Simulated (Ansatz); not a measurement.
Zr₃Cd, space group Pm-3m, a check of PAW against all-electron LAPW

Computed with Ansatz 0.2.0, Python API.

`zr3cd.vasp`
```text
Zr3Cd
1.0
   4.45517347    0.00000000    0.00000000
   0.00000000    4.45517347    0.00000000
   0.00000000    0.00000000    4.45517347
Zr Cd
3 1
Direct
   0.00000000    0.50000000    0.50000000
   0.50000000    0.00000000    0.50000000
   0.50000000    0.50000000    0.00000000
   0.00000000    0.00000000    0.00000000
```

At the Python prompt:
```pycon
>>> from dataclasses import dataclass
>>> import ansatz as az
>>> from ase.io import read
>>> import numpy as np
>>> from tabulate import tabulate
>>> @dataclass
... class Settings:
...     occupations: str = "Fermi-Dirac"
...     width_ev: float = 0.15
...     kmesh: tuple[int, ...] = (5, 5, 5)
...     xc: str = "pbesol"
...
>>> settings = Settings()
>>> def count_gap(report):
...     # lowest empty less highest filled band, counting bands; zero where they overlap
...     return max(report.get("gap_by_band_count_ev") or 0.0, 0.0)
...
>>> atoms = read("zr3cd.vasp", format="vasp")
>>> system = az.Crystal.from_ase(atoms)
>>> calculation = (
...     system.calculation()
...     .occupations(settings.occupations, width=settings.width_ev)
...     .kpoints(*settings.kmesh)
...     .functional(settings.xc)
...     .stress()
...     .forces()
...     .band_table()
... )
>>> variants = {
...     "PAW": calculation.pseudopotentials("paw"),
...     "LAPW": calculation.pseudopotentials("all_electron", lapw=True),
... }
>>> # totals differ by the cores that each treatment holds, so compare what does not depend on them
>>> rows = []
>>> for label, variant in variants.items():
...     summary = variant.run(threads=1, backend="cpu").report
...     levels = np.array(summary["eigenvalues_ev"][0]) - summary["fermi_energy_ev"]
...     print(label, "levels at the first k-point near E_F:", np.round(levels[np.abs(levels) < 5], 3))
...     rows.append((label, summary["n_electrons"], np.trace(summary["stress_gpa"]) / 3, count_gap(summary)))
...
DeckWarning: basis.ecutwfc = 420 eV, auto-derived from the records' recommended cutoffs: set by Zr (normal level)
PAW levels at the first k-point near E_F: [-3.397 -1.156 -1.156 -1.156 -1.141 -1.141  1.968  1.968  1.968  2.78
  2.78   2.78   4.359]
LAPW levels at the first k-point near E_F: [-3.396 -1.156 -1.156 -1.156 -1.14  -1.14   1.967  1.967  1.967  2.781
  2.781  2.781  4.36   4.36 ]
>>> print(tabulate(rows, headers=["treatment", "electrons in bands", "P GPa", "gap by band count eV"], floatfmt=".4f", tablefmt="pipe"))
| treatment   |   electrons in bands |   P GPa |   gap by band count eV |
|:------------|---------------------:|--------:|-----------------------:|
| PAW         |              56.0000 | -3.7491 |                 0.0000 |
| LAPW        |             104.0000 | -3.7362 |                 0.0000 |
```

PAW gives -3.749 GPa and LAPW -3.736 GPa, 0.013 GPa apart. They took 1.5 and 16.6 s of processor time.

What to keep in mind:
- The computed bands are complete only to about 2.8 eV above the Fermi level.
- The mesh is modest for a metal, so energies can be off by several to tens of meV an atom and pressures by half a GPa or more; differences at equal mesh fare better.
- A Fermi-Dirac width this large means warm electrons, whose thermal share enters the free energy.
- A gap by band count of zero or less means overlapping bands, a metal.
- This cell is a computed structure, which may not be the phase found in nature.
- Gaps and levels are Kohn-Sham values on a finite set of k-points, without spin-orbit coupling.
- Warnings are shown shortened and without file and line.
- Pressure is positive in compression; the treatments may keep other shells as core, so totals and counts of electrons can differ.
- Finished in 19 s on 1 thread of Arm Neoverse V2 (shared host), peak memory 0.6 GiB.
